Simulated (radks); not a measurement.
# Ne⁴⁺ in [He] 2s1.5 2p2 3d0.5: an all-electron calculation

One table from this session's results is given with a row withheld; the runs are named, their logs left out.

Method: non-relativistic Kohn-Sham, LDA (Slater exchange, Perdew-Zunger correlation), spin-polarised, spherical densities, point nucleus; open shells are filled with parallel spins first. Code: radks (a radial shooting solver on a logarithmic mesh, Libxc functionals) version 1.

## What is computed

- element: neon (Z = 10)
- charge: +4
- electrons: 6
- configuration: [He] 2s1.5 2p2 3d0.5

The first run:

Settings of this run:

```text
Z 10
configuration [He] 2s1.5 2p2 3d0.5
relativity non-relativistic
functional lda,pz
spin polarised
nucleus point
```

The run is started by

```
python run_ks.py task.json out
```

This one command runs every case of the session in turn.

Steps of the session up to this table: Self-consistent calculation.

One of the session's tables, all rows but one given; the rest of the session is left out.

It belongs to the step «Orbitals and density». Sizes of the orbitals, from the radial functions (bohr):

```
  level     <r>  outermost maximum (interpolated)  90 % within
  1s up  0.1586                             0.103        0.284
1s down  0.1581                             0.103        0.282
  2s up  0.7522                             0.625         1.17
2s down  0.7678                             0.633         1.19
  2p up  0.6862                             0.526         1.12
2p down       ?                                 ?            ?
  3d up   1.966                              1.65         3.02
3d down   2.096                              1.76         3.22
```

**Question.** Estimate the row for 2p down.

The run gave: <r>: 0.7056; outermost maximum (interpolated): 0.534; 90 % within: 1.16. In the column «<r>» it lies between 2p up (0.6862) and 2s up (0.7522).
